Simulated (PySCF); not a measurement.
# [PbH3]+: how settings move a single point

Aim: repeat the single point on relaxed [PbH3]+ with altered settings, some of them bad on purpose. The species was built from a template and needn't be a known compound.

Method: PBE0, Pb def2-SVP with ECP60, H def2-SVP; scalar-relativistic core potentials, no spin–orbit coupling; program: PySCF 2.14.0.

1 further run of the same task is left out (for a known fault of the program).

### 1 The starting structure

4 atoms, charge 1, spin multiplicity 1.

Bond lengths: Pb1–H2 1.741 Å, Pb1–H3 1.741 Å, Pb1–H4 1.741 Å. Angles: H2–Pb1–H3 120.0°, H2–Pb1–H4 120.0°, H3–Pb1–H4 120.0°.

Geometry (Å):

| atom | x (Å) | y (Å) | z (Å) |
| --- | --- | --- | --- |
| Pb1 | 0.0000 | 0.0000 | 0.0000 |
| H2 | 1.7409 | 0.0000 | 0.0000 |
| H3 | -0.8704 | 1.5077 | 0.0000 |
| H4 | -0.8705 | -1.5077 | 0.0000 |

Formal oxidation states: Pb +4. An earlier session relaxed this geometry at PBE0, Pb def2-SVP with ECP60, H def2-SVP (singlet, point group D3h).

The sound run used a (50, 194) grid (finer on f atoms), a threshold of 1e-8 and at most 55 cycles, and ended at -194.297848 Eh.

### 2 Altered run 1

Contents of run.py (the lines that set the calculation):

```python
mol = gto.M(atom='''
Pb     0.00000     0.00000     0.00000
H      1.63648    -0.00001     0.00000
H     -0.81823     1.41724     0.00000
H     -0.81825    -1.41723     0.00000''',
    basis={'Pb': 'def2-SVP', 'H': 'def2-SVP'},
    ecp={'Pb': 'def2-SVP'},
    charge=1, spin=0)
mf = dft.RKS(mol, xc='PBE0')
mf.grids.atom_grid = (50, 194)
mf = mf.density_fit()  # fitting sets: Pb def2-universal-JKFIT, H def2-universal-JKFIT
mf.conv_tol = 1e-08; mf.max_cycle = 55
mf.kernel(dm0)  # dm0: free metal ions and neutral atoms
```

Launch:

```sh
OMP_NUM_THREADS=2 python run.py
```

The log of the run:

```text
init E= -194.435067071843
  HOMO = -0.56188546227181  LUMO = -0.361818891173304  gap/eV = 5.44409
cycle= 1 E= -194.28629837015  delta_E= 0.149  |g|= 0.0718  |ddm|= 2.13
  HOMO = -0.589225367920741  LUMO = -0.33361895532536  gap/eV = 6.95540
cycle= 2 E= -194.28831821251  delta_E= -0.00202  |g|= 0.0331  |ddm|= 0.253
  HOMO = -0.589322466053843  LUMO = -0.33887005910771  gap/eV = 6.81516
cycle= 3 E= -194.28862972182  delta_E= -0.000312  |g|= 0.00839  |ddm|= 0.0651
  HOMO = -0.588045396457731  LUMO = -0.337710254151004  gap/eV = 6.81197
cycle= 4 E= -194.288644636925  delta_E= -1.49e-05  |g|= 0.000446  |ddm|= 0.0145
  HOMO = -0.588176884957503  LUMO = -0.337693515085983  gap/eV = 6.81600
cycle= 5 E= -194.288644731904  delta_E= -9.5e-08  |g|= 1.55e-05  |ddm|= 0.00144
  HOMO = -0.588174041187962  LUMO = -0.337691157576584  gap/eV = 6.81599
cycle= 6 E= -194.288644732051  delta_E= -1.47e-10  |g|= 1.11e-06  |ddm|= 6.08e-05
  HOMO = -0.58817466221058  LUMO = -0.337691474326508  gap/eV = 6.81599
Extra cycle  E= -194.288644732052  delta_E= -3.41e-13  |g|= 2.43e-07  |ddm|= 2.3e-06
converged SCF energy = -194.288644732052
```

Run time: 0.6 s. Hardware: 2 threads of Intel Xeon 6975P-C (Granite Rapids), shared host.

Changed: the scale of all coordinates (0.94). It converges in 6 cycles, +0.250 eV from the sound run, with a largest force component of 1.73 eV/Å. The setting is unsound, so these numbers aren't the compound's.

### 3 Altered run 2

Contents of run.py (the lines that set the calculation):

```python
mol = gto.M(atom='''
Pb     0.00000     0.00000     0.00000
H      1.74093    -0.00001     0.00000
H     -0.87045     1.50770     0.00000
H     -0.87048    -1.50769     0.00000''',
    basis={'Pb': 'def2-SVP', 'H': 'def2-SVP'},
    ecp={'Pb': 'def2-SVP'},
    charge=1, spin=0)
mf = dft.RKS(mol, xc='PBE0')
mf.grids.atom_grid = (50, 194)
mf = mf.density_fit()  # fitting sets: Pb def2-universal-JKFIT, H def2-universal-JKFIT
mf.conv_tol = 1e-08; mf.max_cycle = 55
mf.kernel(dm0)  # dm0: smeared density
```

Launch:

```sh
OMP_NUM_THREADS=2 python run.py
```

The log of the run:

```text
init E= -194.28488598032
  HOMO = -0.577469476024667  LUMO = -0.336117668669415  gap/eV = 6.56752
cycle= 1 E= -194.297834630962  delta_E= -0.0129  |g|= 0.00559  |ddm|= 0.0435
  HOMO = -0.576361419400297  LUMO = -0.334960335016947  gap/eV = 6.56886
cycle= 2 E= -194.2978457331  delta_E= -1.11e-05  |g|= 0.00288  |ddm|= 0.0155
  HOMO = -0.576457455363934  LUMO = -0.334516351911407  gap/eV = 6.58355
cycle= 3 E= -194.297848411548  delta_E= -2.68e-06  |g|= 0.000586  |ddm|= 0.00588
  HOMO = -0.576584283590357  LUMO = -0.334599884104898  gap/eV = 6.58473
cycle= 4 E= -194.297848480701  delta_E= -6.92e-08  |g|= 2.52e-05  |ddm|= 0.000831
  HOMO = -0.576589211320785  LUMO = -0.334605784865089  gap/eV = 6.58470
cycle= 5 E= -194.297848480943  delta_E= -2.42e-10  |g|= 1.87e-06  |ddm|= 6.07e-05
  HOMO = -0.576588421517643  LUMO = -0.334604841588827  gap/eV = 6.58471
Extra cycle  E= -194.297848480944  delta_E= -1.02e-12  |g|= 1.29e-06  |ddm|= 6.19e-06
converged SCF energy = -194.297848480944
```

It took 0.8 s on 2 threads of Intel Xeon 6975P-C (Granite Rapids), shared host.

Changed: the starting guess (smeared density). It converges in 5 cycles, at the sound run's energy within 0.001 eV, with a largest force component of 0.00 eV/Å. The result survives the change.

### 4 Altered run 3

run.py (the lines that set the calculation): that of step 3 with these lines changed.

```diff
@@ -9,5 +9,5 @@
 mf = dft.RKS(mol, xc='PBE0')
-mf.grids.atom_grid = (50, 194)
+mf.grids.atom_grid = (15, 26)
 mf = mf.density_fit()  # fitting sets: Pb def2-universal-JKFIT, H def2-universal-JKFIT
 mf.conv_tol = 1e-08; mf.max_cycle = 55
-mf.kernel(dm0)  # dm0: smeared density
+mf.kernel(dm0)  # dm0: free metal ions and neutral atoms
```

Launch:

```sh
OMP_NUM_THREADS=2 python run.py
```

The log of the run:

```text
init E= -194.186285785448
  HOMO = -0.545497588193691  LUMO = -0.365864692168672  gap/eV = 4.88806
cycle= 1 E= -194.185144168302  delta_E= 0.00114  |g|= 0.113  |ddm|= 2.05
  HOMO = -0.572479955061092  LUMO = -0.323745733758572  gap/eV = 6.76840
cycle= 2 E= -194.18941168841  delta_E= -0.00427  |g|= 0.0761  |ddm|= 0.432
  HOMO = -0.574642156186835  LUMO = -0.335521012692566  gap/eV = 6.50682
cycle= 3 E= -194.191135608676  delta_E= -0.00172  |g|= 0.00715  |ddm|= 0.133
  HOMO = -0.573216254673932  LUMO = -0.335123588295909  gap/eV = 6.47883
cycle= 4 E= -194.191145397718  delta_E= -9.79e-06  |g|= 0.000503  |ddm|= 0.0122
  HOMO = -0.573311049931076  LUMO = -0.335082246445529  gap/eV = 6.48254
cycle= 5 E= -194.191145562844  delta_E= -1.65e-07  |g|= 4.52e-05  |ddm|= 0.0022
  HOMO = -0.573318770416144  LUMO = -0.335079244373123  gap/eV = 6.48283
cycle= 6 E= -194.191145563741  delta_E= -8.97e-10  |g|= 2.31e-05  |ddm|= 0.000121
  HOMO = -0.573311451919461  LUMO = -0.335078507254633  gap/eV = 6.48265
Extra cycle  E= -194.191145563866  delta_E= -1.25e-10  |g|= 1.75e-05  |ddm|= 6.69e-05
converged SCF energy = -194.191145563866
```

It took 0.4 s on 2 threads of Intel Xeon 6975P-C (Granite Rapids), shared host.

Changed: the integration grid, to (15, 26). It converges in 6 cycles, +2.904 eV from the sound run, with a largest force component of 0.62 eV/Å. The setting is unsound, so these numbers aren't the compound's.

### 5 Altered run 4

run.py (the lines that set the calculation): that of step 4 with these lines changed.

```diff
@@ -9,3 +9,3 @@
 mf = dft.RKS(mol, xc='PBE0')
-mf.grids.atom_grid = (15, 26)
+mf.grids.atom_grid = (99, 590)
 mf = mf.density_fit()  # fitting sets: Pb def2-universal-JKFIT, H def2-universal-JKFIT
```

Launch:

```sh
OMP_NUM_THREADS=2 python run.py
```

The log of the run:

```text
init E= -194.294225652998
  HOMO = -0.550395590168181  LUMO = -0.366812518221109  gap/eV = 4.99555
cycle= 1 E= -194.291667583033  delta_E= 0.00256  |g|= 0.116  |ddm|= 2.03
  HOMO = -0.574911757584961  LUMO = -0.322878631205238  gap/eV = 6.85817
cycle= 2 E= -194.296013876018  delta_E= -0.00435  |g|= 0.0795  |ddm|= 0.444
  HOMO = -0.577936217557242  LUMO = -0.334977871196092  gap/eV = 6.61123
cycle= 3 E= -194.297870660794  delta_E= -0.00186  |g|= 0.00662  |ddm|= 0.138
  HOMO = -0.576502399223448  LUMO = -0.334661280166248  gap/eV = 6.58083
cycle= 4 E= -194.297879361697  delta_E= -8.7e-06  |g|= 0.000494  |ddm|= 0.0113
  HOMO = -0.576597538723631  LUMO = -0.334609757499774  gap/eV = 6.58482
cycle= 5 E= -194.29787952131  delta_E= -1.6e-07  |g|= 1.35e-05  |ddm|= 0.00214
  HOMO = -0.57659373220488  LUMO = -0.334606331742905  gap/eV = 6.58481
cycle= 6 E= -194.297879521461  delta_E= -1.51e-10  |g|= 1.33e-06  |ddm|= 6.05e-05
  HOMO = -0.576594502578876  LUMO = -0.334606653980042  gap/eV = 6.58482
Extra cycle  E= -194.297879521461  delta_E= 3.69e-13  |g|= 1.94e-07  |ddm|= 2.82e-06
converged SCF energy = -194.297879521461
```

Run time: 4.3 s. Hardware: 2 threads of Intel Xeon 6975P-C (Granite Rapids), shared host.

Changed: the integration grid, to (99, 590). It converges in 6 cycles, -0.001 eV from the sound run, with a largest force component of 0.00 eV/Å. The result survives the change.

### 6 Altered run 5

Contents of run.py (the lines that set the calculation):

```python
mol = gto.M(atom='''
Pb     0.00000     0.00000     0.00000
H      1.94985    -0.00002     0.00000
H     -0.97491     1.68862     0.00000
H     -0.97494    -1.68861     0.00000''',
    basis={'Pb': 'def2-SVP', 'H': 'def2-SVP'},
    ecp={'Pb': 'def2-SVP'},
    charge=1, spin=0)
mf = dft.RKS(mol, xc='PBE0')
mf.grids.atom_grid = (50, 194)
mf = mf.density_fit()  # fitting sets: Pb def2-universal-JKFIT, H def2-universal-JKFIT
mf.conv_tol = 1e-08; mf.max_cycle = 55
mf.kernel(dm0)  # dm0: free metal ions and neutral atoms
```

Launch:

```sh
OMP_NUM_THREADS=2 python run.py
```

The log of the run:

```text
init E= -194.093055413165
  HOMO = -0.523920019251462  LUMO = -0.377440586246254  gap/eV = 3.98591
cycle= 1 E= -194.250477840922  delta_E= -0.157  |g|= 0.217  |ddm|=  1.9
  HOMO = -0.546592988687116  LUMO = -0.313873746031525  gap/eV = 6.33261
cycle= 2 E= -194.262289275224  delta_E= -0.0118  |g|= 0.19  |ddm|= 0.887
  HOMO = -0.553318609881264  LUMO = -0.328035569169589  gap/eV = 6.13026
cycle= 3 E= -194.27418646294  delta_E= -0.0119  |g|= 0.00979  |ddm|= 0.326
  HOMO = -0.552232683309399  LUMO = -0.329673432451218  gap/eV = 6.05615
cycle= 4 E= -194.27422272838  delta_E= -3.63e-05  |g|= 0.000498  |ddm|= 0.015
  HOMO = -0.552309974717609  LUMO = -0.329669970109455  gap/eV = 6.05834
cycle= 5 E= -194.274222924282  delta_E= -1.96e-07  |g|= 1.81e-05  |ddm|= 0.00248
  HOMO = -0.552304249851108  LUMO = -0.329665585137095  gap/eV = 6.05831
cycle= 6 E= -194.27422292465  delta_E= -3.68e-10  |g|= 2.66e-06  |ddm|= 8.58e-05
  HOMO = -0.552305221703437  LUMO = -0.329665439851837  gap/eV = 6.05834
Extra cycle  E= -194.274222924654  delta_E= -4.12e-12  |g|= 1.24e-06  |ddm|= 8.86e-06
converged SCF energy = -194.274222924654
```

Run time: 1 s. Hardware: 2 threads of Intel Xeon 6975P-C (Granite Rapids), shared host.

Changed: the scale of all coordinates (1.12). It converges in 6 cycles, +0.643 eV from the sound run, with a largest force component of 1.76 eV/Å. The setting is unsound, so these numbers aren't the compound's.

### 7 Altered run 6

Contents of run.py (the lines that set the calculation):

```python
mol = gto.M(atom='''
Pb     0.00000     0.00000     0.00000
H      1.74093    -0.00001     0.00000
H     -0.87045     1.50770     0.00000
H     -0.87048    -1.50769     0.00000''',
    basis={'Pb': 'def2-SVP', 'H': 'def2-SVP'},
    ecp={'Pb': 'def2-SVP'},
    charge=1, spin=0)
mf = dft.RKS(mol, xc='PBE0')
mf.grids.atom_grid = (50, 194)
mf = mf.density_fit()  # fitting sets: Pb def2-universal-JKFIT, H def2-universal-JKFIT
mf.conv_tol = 1e-08; mf.max_cycle = 5
mf.kernel(dm0)  # dm0: free metal ions and neutral atoms
```

Launch:

```sh
OMP_NUM_THREADS=2 python run.py
```

The log of the run:

```text
init E= -194.294185565014
  HOMO = -0.550385671299293  LUMO = -0.366812207003816  gap/eV = 4.99529
cycle= 1 E= -194.291633979721  delta_E= 0.00255  |g|= 0.116  |ddm|= 2.03
  HOMO = -0.574906311152171  LUMO = -0.322874994835605  gap/eV = 6.85812
cycle= 2 E= -194.295981918438  delta_E= -0.00435  |g|= 0.0796  |ddm|= 0.444
  HOMO = -0.577931149217897  LUMO = -0.334976484640925  gap/eV = 6.61113
cycle= 3 E= -194.297839617513  delta_E= -0.00186  |g|= 0.00662  |ddm|= 0.138
  HOMO = -0.576496566871656  LUMO = -0.334659654883589  gap/eV = 6.58072
cycle= 4 E= -194.297848321217  delta_E= -8.7e-06  |g|= 0.000494  |ddm|= 0.0113
  HOMO = -0.576591667270934  LUMO = -0.334608142176191  gap/eV = 6.58471
cycle= 5 E= -194.297848480794  delta_E= -1.6e-07  |g|= 1.35e-05  |ddm|= 0.00214
SCF not converged.
```

Run time: 0.3 s. Hardware: 2 threads of Intel Xeon 6975P-C (Granite Rapids), shared host.

Changed: the cycle limit (5). The SCF doesn't converge: the limit ends it too early, and the default cures it.

### 8 Side by side

| run | changed | ending | energy change (eV) | cycles | time | usable |
| --- | --- | --- | --- | --- | --- | --- |
| 1 | the scale of all coordinates | converged | +0.250 | 6 | 0.6 s | no |
| 2 | the starting guess | converged | 0.000 | 5 | 0.8 s | yes |
| 3 | the integration grid | converged | +2.904 | 6 | 0.4 s | no |
| 4 | the integration grid | converged | -0.001 | 6 | 4.3 s | yes |
| 5 | the scale of all coordinates | converged | +0.643 | 6 | 1 s | no |
| 6 | the cycle limit | not converged | – | 5 | 0.3 s | no |

2 of 6 altered runs give a usable result. 3 ended normally with numbers unfit to quote.
